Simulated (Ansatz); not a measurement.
# GeH7NO3Si: a ladder of functionals and wavefunction methods

One table from this session's results is given with a row withheld; the runs are named, their logs left out.

Computed with Ansatz 0.2.0, Gaussian basis. Level: functionals in def2-TZVPP, the program's frozen cores in correlated methods.

Plan: PBE-D4, r2SCAN-D4, PBE0-D4, B3LYP-D4, ωB97X-V, ωB97M-V, B2PLYP; CCSD(T)/def2-TZVPP; MP2/def2-QZVPP; extrapolation to the limit.

## Structure used throughout

An earlier PBE0-D4 in a triple-zeta def2 set relaxation fixed the geometry.

SMILES `[OH][GeH2][NH][SiH](O)O`, 13 atoms, charge 0, spin multiplicity 1.

Atoms are counted from 1 here; the program's logs count them from 0.

Bond lengths: O1–Ge2 1.800 Å, O1–H7 0.960 Å, Ge2–N3 1.814 Å, Ge2–H8 1.537 Å, Ge2–H9 1.540 Å, N3–Si4 1.726 Å, N3–H10 1.008 Å, Si4–O5 1.632 Å, Si4–O6 1.639 Å, Si4–H11 1.474 Å, O5–H12 0.969 Å, O6–H13 0.959 Å. Angles: Ge2–O1–H7 113.1°, O1–Ge2–N3 103.1°, O1–Ge2–H8 110.6°, O1–Ge2–H9 106.4°, N3–Ge2–H8 109.4°, N3–Ge2–H9 114.2°, H8–Ge2–H9 112.6°, Ge2–N3–Si4 126.1°, Ge2–N3–H10 115.5°, Si4–N3–H10 118.2°, N3–Si4–O5 106.1°, N3–Si4–O6 109.5°, N3–Si4–H11 114.6°, O5–Si4–O6 115.6°, O5–Si4–H11 108.0°, O6–Si4–H11 103.3°, Si4–O5–H12 115.2°, Si4–O6–H13 117.4°.

Set-up of the first run:

Input file in.yaml:

```yaml
crystal:
  periodic: [false, false, false]
  atoms:
    - {symbol: O, position_ang: [-1.692140, 0.860226, 0.849795]}
    - {symbol: Ge, position_ang: [0.034185, 1.314741, 1.082888]}
    - {symbol: N, position_ang: [0.875762, 0.441471, -0.265937]}
    - {symbol: Si, position_ang: [0.644412, -1.210459, -0.708589]}
    - {symbol: O, position_ang: [-0.716761, -1.695257, 0.050443]}
    - {symbol: O, position_ang: [0.629018, -1.342997, -2.342243]}
    - {symbol: H, position_ang: [-2.215147, 0.941024, 1.650997]}
    - {symbol: H, position_ang: [0.223509, 2.830327, 0.907161]}
    - {symbol: H, position_ang: [0.425611, 0.830001, 2.490854]}
    - {symbol: H, position_ang: [1.467143, 1.012834, -0.849663]}
    - {symbol: H, position_ang: [1.737648, -2.112923, -0.304568]}
    - {symbol: H, position_ang: [-1.349753, -0.990397, 0.254377]}
    - {symbol: H, position_ang: [-0.063497, -0.878580, -2.815516]}
basis:
  gaussian: {orbitals: def2-TZVPP}
hamiltonian: {xc: pbe, dispersion: d4}
output: {forces: true, orbitals: {seedname: orbitals}}
```

The run is started by

```sh
$ ansatz run in.yaml --threads 2 --pin off --events-out ev --progress --plain --max-ram 22528MiB --backend cuda --devices 0, --max-vram 18GiB
```

Steps of the session up to this table: PBE-D4 (GGA); r2SCAN-D4 (meta-GGA); PBE0-D4 (hybrid); B3LYP-D4 (hybrid); ωB97X-V (range-separated); ωB97M-V (range-separated); B2PLYP (double hybrid); CCSD(T) in def2-TZVPP; MP2 in def2-QZVPP.

One of the session's tables, all rows but one given; the rest of the session is left out.

| method | atomisation energy (kJ/mol) |
| --- | --- |
| PBE-D4 | 4726.8 |
| r2SCAN-D4 | 4681.0 |
| PBE0-D4 | 4620.2 |
| B3LYP-D4 | 4662.9 |
| ωB97X-V | ? |
| ωB97M-V | 4696.1 |
| B2PLYP | 4629.8 |
| HF/def2-TZVPP | 3221.5 |
| MP2/def2-TZVPP | 4679.9 |
| CCSD/def2-TZVPP | 4502.9 |
| CCSD(T)/def2-TZVPP | 4579.6 |
| MP2/CBS | 4826.0 |
| CCSD(T)/CBS | 4725.8 |

**Question.** Estimate the row for ωB97X-V.

As computed: atomisation energy (kJ/mol): 4710.2. In the column «atomisation energy (kJ/mol)» it lies between ωB97M-V (4696.1) and CCSD(T)/CBS (4725.8).
